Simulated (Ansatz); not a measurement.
# BGeH4Na (SMILES [Na][BH][GeH3]): functionals against CCSD(T) at one geometry

The task here is to estimate one member of a computed series from the others.

Computed with Ansatz 0.2.0, Gaussian basis. Level: single points in def2-TZVPP.

Cores are frozen in the correlated methods. Filled d shells of the heavier atoms are correlated. The outer core shell of Li, Na, Mg and K is correlated.

## The starting structure

SMILES `[Na][BH][GeH3]`, 7 atoms, charge 0, spin multiplicity 1.

Atoms are counted from 1 here; the program's logs count them from 0.

Bond lengths: Na1–B2 2.324 Å, B2–Ge3 1.983 Å, B2–H4 1.204 Å, Ge3–H5 1.524 Å, Ge3–H6 1.538 Å, Ge3–H7 1.525 Å. Angles: Na1–B2–Ge3 106.4°, Na1–B2–H4 140.9°, Ge3–B2–H4 112.7°, B2–Ge3–H5 111.6°, B2–Ge3–H6 112.5°, B2–Ge3–H7 130.1°, H5–Ge3–H6 99.4°, H5–Ge3–H7 99.8°, H6–Ge3–H7 98.8°.

Geometry (Å):

```
atom    x (Å)    y (Å)    z (Å)
 Na1  -2.5067  -1.2095  -0.0921
  B2  -0.1993  -1.2695   0.1776
 Ge3   0.4380   0.5953  -0.0467
  H4   0.6946  -2.0416   0.4108
  H5  -0.0042   1.1827  -1.3819
  H6  -0.2676   1.5760   0.9052
  H7   1.8495   1.1671   0.0342
```

The first run:

run/in.yaml

```yaml
crystal:
  periodic: [false, false, false]
  atoms:
    - {symbol: Na, position_ang: [-2.506700, -1.209500, -0.092100]}
    - {symbol: B, position_ang: [-0.199300, -1.269500, 0.177600]}
    - {symbol: Ge, position_ang: [0.438000, 0.595300, -0.046700]}
    - {symbol: H, position_ang: [0.694600, -2.041600, 0.410800]}
    - {symbol: H, position_ang: [-0.004200, 1.182700, -1.381900]}
    - {symbol: H, position_ang: [-0.267600, 1.576000, 0.905200]}
    - {symbol: H, position_ang: [1.849500, 1.167100, 0.034200]}
basis:
  gaussian: {orbitals: def2-TZVPP}
correlation: {method: ccsd_t}
output: {forces: true}
```

No record of the launch command was kept for these runs.

Among the steps run: CCSD(T)/def2-TZVPP; PBE0-D4/def2-TZVPP; wB97M-V/def2-TZVPP; r2SCAN-D4/def2-TZVPP; PBE-D4/def2-TZVPP; SPW92/def2-TZVPP; BHLYP-D4/def2-TZVPP.

One table of the session follows, with a row left open; its other results are not shown here.

| method | RMS force component (eV/Å) | angle to CCSD(T) forces (°) | dipole (D) |
| --- | --- | --- | --- |
| CCSD(T) | 0.505 | reference | 6.58 |
| PBE0-D4 | 0.455 | 9.6 | 6.25 |
| wB97M-V | 0.474 | 5.6 | 6.47 |
| r2SCAN-D4 | ? | ? | ? |
| PBE-D4 | 0.430 | 20.4 | 5.74 |
| SPW92 | 0.305 | 28.4 | 5.67 |
| BHLYP-D4 | 0.539 | 9.3 | 6.42 |

Q: Estimate the row for r2SCAN-D4 from the others.

The run gave: RMS force component (eV/Å): 0.440; angle to CCSD(T) forces (°): 11.3; dipole (D): 6.41. In the column «RMS force component (eV/Å)» it lies between PBE-D4 (0.430) and PBE0-D4 (0.455).
